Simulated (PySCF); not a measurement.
**C13H7N: field gradients at the nuclei**

Aim: the electric field gradients and quadrupole couplings of C13H7N at several levels. Each job file holds the settings and the coordinates that a driver script hands to the program.

Program: PySCF 2.14.0, density-fitted response routines. Level of theory: the levels named in each step. These are calculated values, not measurements.

**1. The structure to begin with**

Bond lengths (14 of 23 bonds, heavy atoms first): N1–C2 1.147 Å, C2–C3 1.411 Å, C3–C4 1.421 Å, C4–C5 1.373 Å, C5–C6 1.413 Å, C6–C7 1.361 Å, C3–C8 1.371 Å, C7–C8 1.423 Å, C8–C9 1.487 Å, C9–C10 1.361 Å, C10–C11 1.409 Å, C11–C12 1.378 Å, C12–C13 1.409 Å, C7–C14 1.495 Å. Angles (14 of 37 angles, heavy atoms first): N1–C2–C3 179.7°, C2–C3–C4 121.2°, C2–C3–C8 123.3°, C4–C3–C8 115.5°, C3–C4–C5 121.8°, C4–C5–C6 122.6°, C5–C6–C7 115.6°, C6–C7–C8 122.5°, C6–C7–C14 147.8°, C8–C7–C14 89.7°, C3–C8–C7 122.1°, C3–C8–C9 147.6°, C7–C8–C9 90.3°, C8–C9–C10 147.3°.

Structure file:

```xyz
21

N    -2.1895   -3.1629    0.4809
C    -1.9961   -2.0507    0.2791
C    -1.7508   -0.6835    0.0304
C    -2.8175    0.2248   -0.2089
C    -2.5923    1.5571   -0.4522
C    -1.2953    2.1156   -0.4836
C    -0.2753    1.2446   -0.2550
C    -0.4934   -0.1379    0.0002
C     0.9725   -0.3547    0.1269
C     1.9842   -1.2368    0.3542
C     3.2780   -0.6808    0.3209
C     3.4988    0.6574    0.0768
C     2.4479    1.5662   -0.1596
C     1.1984    1.0280   -0.1276
H    -3.8268   -0.1595   -0.1969
H    -3.4385    2.2053   -0.6262
H    -1.1539    3.1671   -0.6796
H     1.8305   -2.2868    0.5494
H     4.1239   -1.3296    0.4933
H     4.5133    1.0283    0.0662
H     2.6505    2.6093   -0.3489
```

**2. Geometry, PBE0-D3(BJ)/def2-SVP**

Contents of job.txt:

```
{"job": {"xc": "PBE0", "basis": "def2-SVP", "d3": "d3bj", "grid": 2, "kind": "geom"}, "charge": 0, "multiplicity": 1}
N     -2.189500    -3.162890     0.480910
C     -1.996100    -2.050690     0.279130
C     -1.750840    -0.683530     0.030390
C     -2.817470     0.224830    -0.208920
C     -2.592330     1.557050    -0.452190
C     -1.295300     2.115600    -0.483590
C     -0.275340     1.244560    -0.254970
C     -0.493390    -0.137850     0.000200
C      0.972510    -0.354730     0.126890
C      1.984190    -1.236780     0.354150
C      3.277980    -0.680790     0.320910
C      3.498830     0.657380     0.076770
C      2.447860     1.566170    -0.159650
C      1.198420     1.028050    -0.127640
H     -3.826810    -0.159500    -0.196910
H     -3.438490     2.205270    -0.626160
H     -1.153850     3.167140    -0.679590
H      1.830470    -2.286810     0.549430
H      4.123940    -1.329650     0.493300
H      4.513340     1.028270     0.066170
H      2.650460     2.609270    -0.348890
```

Output:

```text
step   0  E = -553.24912110  max force = 0.031994
step   1  E = -553.25137821  max force = 0.004220
step   2  E = -553.25132817  max force = 0.005260
step   3  E = -553.25154466  max force = 0.001952
step   4  E = -553.25152595  max force = 0.002073
step   5  E = -553.25157781  max force = 0.000395
step   6  E = -553.25157805  max force = 0.000514
step   7  E = -553.25157994  max force = 0.000070
optimisation converged
```

Wall time 4.3 min (8 threads of Intel Xeon Platinum 8259CL at 2.50GHz (Skylake/Cascade Lake), shared host); peak memory 1.6 GiB.

It ended at:

```xyz
21

N    -2.1733   -3.1907    0.4890
C    -1.9950   -2.0637    0.2820
C    -1.7653   -0.6761    0.0277
C    -2.8433    0.2294   -0.2100
C    -2.6168    1.5716   -0.4557
C    -1.3100    2.1270   -0.4864
C    -0.2805    1.2507   -0.2570
C    -0.4996   -0.1297   -0.0035
C     0.9741   -0.3527    0.1250
C     1.9925   -1.2441    0.3555
C     3.2971   -0.6950    0.3250
C     3.5235    0.6544    0.0780
C     2.4651    1.5657   -0.1587
C     1.2027    1.0274   -0.1278
H    -3.8636   -0.1573   -0.1951
H    -3.4749    2.2242   -0.6319
H    -1.1587    3.1900   -0.6828
H     1.8260   -2.3051    0.5503
H     4.1527   -1.3511    0.5008
H     4.5519    1.0234    0.0663
H     2.6641    2.6218   -0.3508
```

**3. Field gradients, PBE0/def2-TZVPP**

Contents of job.txt:

```
{"job": {"kind": "efgt", "xc": "PBE0", "basis": "def2-TZVPP"}, "charge": 0, "multiplicity": 1}
N     -2.173269    -3.190673     0.488973
C     -1.995026    -2.063666     0.281955
C     -1.765324    -0.676115     0.027733
C     -2.843306     0.229445    -0.210017
C     -2.616788     1.571647    -0.455724
C     -1.309980     2.126999    -0.486431
C     -0.280532     1.250734    -0.256999
C     -0.499648    -0.129686    -0.003527
C      0.974111    -0.352677     0.125046
C      1.992464    -1.244144     0.355497
C      3.297058    -0.694981     0.324985
C      3.523546     0.654393     0.078029
C      2.465064     1.565747    -0.158714
C      1.202724     1.027362    -0.127755
H     -3.863649    -0.157314    -0.195130
H     -3.474859     2.224189    -0.631858
H     -1.158734     3.190043    -0.682840
H      1.825957    -2.305096     0.550257
H      4.152746    -1.351065     0.500796
H      4.551928     1.023412     0.066305
H      2.664099     2.621815    -0.350839
```

Output:

```text
coarse grid: 19520 points
cycle   1  E = -553.7728025537  dE =  2.800e+00  |g| = 5.316e-01  |ddm| = 5.335e+00
cycle   2  E = -553.6151975278  dE =  1.576e-01  |g| = 1.005e+00  |ddm| = 2.854e+00
cycle   3  E = -553.8345547922  dE = -2.194e-01  |g| = 2.011e-01  |ddm| = 2.137e+00
cycle   4  E = -553.8436377918  dE = -9.083e-03  |g| = 5.920e-02  |ddm| = 2.180e-01
cycle   5  E = -553.8444400264  dE = -8.022e-04  |g| = 1.803e-02  |ddm| = 1.017e-01
cycle   6  E = -553.8445168692  dE = -7.684e-05  |g| = 5.322e-03  |ddm| = 2.809e-02
cycle   7  E = -553.8445237328  dE = -6.864e-06  |g| = 1.956e-03  |ddm| = 8.022e-03
final grid: 266096 points
cycle   8  E = -553.8115471322  dE = -1.095e-04  |g| = 8.649e-03  |ddm| = 3.264e-01
cycle   9  E = -553.8115338165  dE =  1.332e-05  |g| = 1.081e-02  |ddm| = 2.035e-02
cycle  10  E = -553.8115637967  dE = -2.998e-05  |g| = 3.030e-03  |ddm| = 1.084e-02
cycle  11  E = -553.8115662036  dE = -2.407e-06  |g| = 8.028e-04  |ddm| = 2.920e-03
cycle  12  E = -553.8115663220  dE = -1.184e-07  |g| = 3.982e-04  |ddm| = 1.712e-03
cycle  13  E = -553.8115663547  dE = -3.269e-08  |g| = 1.019e-04  |ddm| = 7.223e-04
cycle  14  E = -553.8115663569  dE = -2.258e-09  |g| = 2.963e-05  |ddm| = 1.145e-04
cycle  15  E = -553.8115663572  dE = -2.171e-10  |g| = 1.049e-05  |ddm| = 3.394e-05
converged SCF energy = -553.8115663572

Field-gradient tensors (au): xx yy zz xy xz yz
  0 N     0.47727   -0.86238    0.38511   -0.21856    0.04502    0.23618
  1 C     0.19124   -0.36810    0.17685   -0.08873    0.01685    0.10361
  2 C    -0.18856    0.05345    0.13510    0.03142   -0.02524    0.01858
  3 C    -0.11775   -0.16747    0.28523   -0.05096   -0.01479    0.08778
  4 C    -0.13607   -0.16359    0.29966   -0.01088   -0.02452    0.09247
  5 C    -0.15760   -0.13619    0.29379    0.01036   -0.02946    0.08718
  6 C    -0.07665   -0.20712    0.28377    0.05413   -0.03279    0.10208
  7 C    -0.11560   -0.19765    0.31325   -0.06044   -0.01456    0.09883
  8 C    -0.03886   -0.22115    0.26001    0.05603   -0.02927    0.09996
  9 C    -0.16041   -0.14283    0.30324    0.00195   -0.02825    0.08969
 10 C    -0.14020   -0.16597    0.30617   -0.01483   -0.02404    0.09388
 11 C    -0.13761   -0.17140    0.30900   -0.01094   -0.02484    0.09578
 12 C    -0.16322   -0.12308    0.28631   -0.00933   -0.02518    0.08170
 13 C    -0.10507   -0.17264    0.27771   -0.10673   -0.00248    0.08381
 14 H     0.23209   -0.08047   -0.15163    0.13684   -0.00389   -0.00589
 15 H     0.12445    0.01598   -0.14044   -0.19523    0.05385   -0.04385
 16 H    -0.12676    0.26341   -0.13665    0.05608   -0.00941   -0.07672
 17 H    -0.12510    0.26098   -0.13589    0.06038   -0.01020   -0.07566
 18 H     0.12333    0.01705   -0.14038   -0.19577    0.05361   -0.04386
 19 H     0.23656   -0.08551   -0.15105    0.13276   -0.00315   -0.00512
 20 H    -0.12044    0.25816   -0.13772    0.07500   -0.01267   -0.07463
```

It took 2.1 min on 8 threads of Intel Xeon Platinum 8259CL at 2.50GHz (Skylake/Cascade Lake), shared host; peak memory 4.2 GiB.

**4. Field gradients, PBE/def2-TZVPP**

Changes to job.txt since step 3:

```diff
@@ -1,2 +1,2 @@
-{"job": {"kind": "efgt", "xc": "PBE0", "basis": "def2-TZVPP"}, "charge": 0, "multiplicity": 1}
+{"job": {"kind": "efgt", "xc": "PBE", "basis": "def2-TZVPP"}, "charge": 0, "multiplicity": 1}
 N     -2.173269    -3.190673     0.488973
```

Output:

```text
coarse grid: 19520 points
cycle   1  E = -553.6965014770  dE =  2.213e+00  |g| = 6.895e-01  |ddm| = 5.501e+00
cycle   2  E = -553.3645006374  dE =  3.320e-01  |g| = 1.368e+00  |ddm| = 5.612e+00
cycle   3  E = -553.7415789529  dE = -3.771e-01  |g| = 5.668e-01  |ddm| = 4.764e+00
cycle   4  E = -553.8162617810  dE = -7.468e-02  |g| = 1.002e-01  |ddm| = 6.528e-01
cycle   5  E = -553.8183187396  dE = -2.057e-03  |g| = 4.387e-02  |ddm| = 3.010e-01
cycle   6  E = -553.8187890709  dE = -4.703e-04  |g| = 1.569e-02  |ddm| = 1.317e-01
cycle   7  E = -553.8188441122  dE = -5.504e-05  |g| = 6.530e-03  |ddm| = 1.704e-02
cycle   8  E = -553.8188552805  dE = -1.117e-05  |g| = 2.335e-03  |ddm| = 8.337e-03
cycle   9  E = -553.8188566241  dE = -1.344e-06  |g| = 8.417e-04  |ddm| = 2.393e-03
final grid: 266096 points
cycle  10  E = -553.7794463009  dE = -1.748e-04  |g| = 1.364e-02  |ddm| = 4.391e-01
cycle  11  E = -553.7794084377  dE =  3.786e-05  |g| = 1.760e-02  |ddm| = 5.068e-02
cycle  12  E = -553.7794831464  dE = -7.471e-05  |g| = 5.218e-03  |ddm| = 2.299e-02
cycle  13  E = -553.7794892783  dE = -6.132e-06  |g| = 2.384e-03  |ddm| = 6.487e-03
cycle  14  E = -553.7794907042  dE = -1.426e-06  |g| = 8.395e-04  |ddm| = 4.292e-03
cycle  15  E = -553.7794908534  dE = -1.492e-07  |g| = 3.379e-04  |ddm| = 2.704e-03
cycle  16  E = -553.7794908760  dE = -2.258e-08  |g| = 1.192e-04  |ddm| = 3.233e-04
cycle  17  E = -553.7794908792  dE = -3.246e-09  |g| = 4.091e-05  |ddm| = 1.209e-04
cycle  18  E = -553.7794908797  dE = -4.216e-10  |g| = 1.144e-05  |ddm| = 5.067e-05
converged SCF energy = -553.7794908797

Field-gradient tensors (au): xx yy zz xy xz yz
  0 N     0.45110   -0.82162    0.37052   -0.20772    0.04236    0.22579
  1 C     0.17951   -0.34049    0.16098   -0.08167    0.01582    0.09534
  2 C    -0.17756    0.05087    0.12669    0.02749   -0.02333    0.01714
  3 C    -0.10644   -0.15558    0.26202   -0.04909   -0.01305    0.08083
  4 C    -0.12704   -0.15487    0.28191   -0.01150   -0.02276    0.08711
  5 C    -0.14473   -0.12491    0.26963    0.01208   -0.02755    0.08015
  6 C    -0.06842   -0.20049    0.26891    0.04833   -0.03027    0.09739
  7 C    -0.09902   -0.18693    0.28596   -0.05516   -0.01294    0.09152
  8 C    -0.03537   -0.21290    0.24827    0.04971   -0.02712    0.09555
  9 C    -0.14904   -0.13254    0.28158    0.00404   -0.02667    0.08341
 10 C    -0.13116   -0.15651    0.28767   -0.01478   -0.02239    0.08827
 11 C    -0.12753   -0.16130    0.28883   -0.01016   -0.02317    0.08975
 12 C    -0.15382   -0.11315    0.26697   -0.01037   -0.02324    0.07575
 13 C    -0.09437   -0.16754    0.26191   -0.10001   -0.00220    0.08003
 14 H     0.23162   -0.08034   -0.15128    0.13665   -0.00390   -0.00586
 15 H     0.12406    0.01586   -0.13992   -0.19487    0.05373   -0.04370
 16 H    -0.12653    0.26299   -0.13646    0.05595   -0.00939   -0.07660
 17 H    -0.12492    0.26055   -0.13563    0.06030   -0.01019   -0.07552
 18 H     0.12290    0.01695   -0.13986   -0.19533    0.05347   -0.04371
 19 H     0.23590   -0.08535   -0.15055    0.13246   -0.00316   -0.00507
 20 H    -0.12025    0.25756   -0.13731    0.07488   -0.01267   -0.07444
```

Run time: 92 s. Hardware: 8 threads of Intel Xeon Platinum 8259CL at 2.50GHz (Skylake/Cascade Lake), shared host; peak memory 4.2 GiB.

(Part 1 of 2 ends here.)
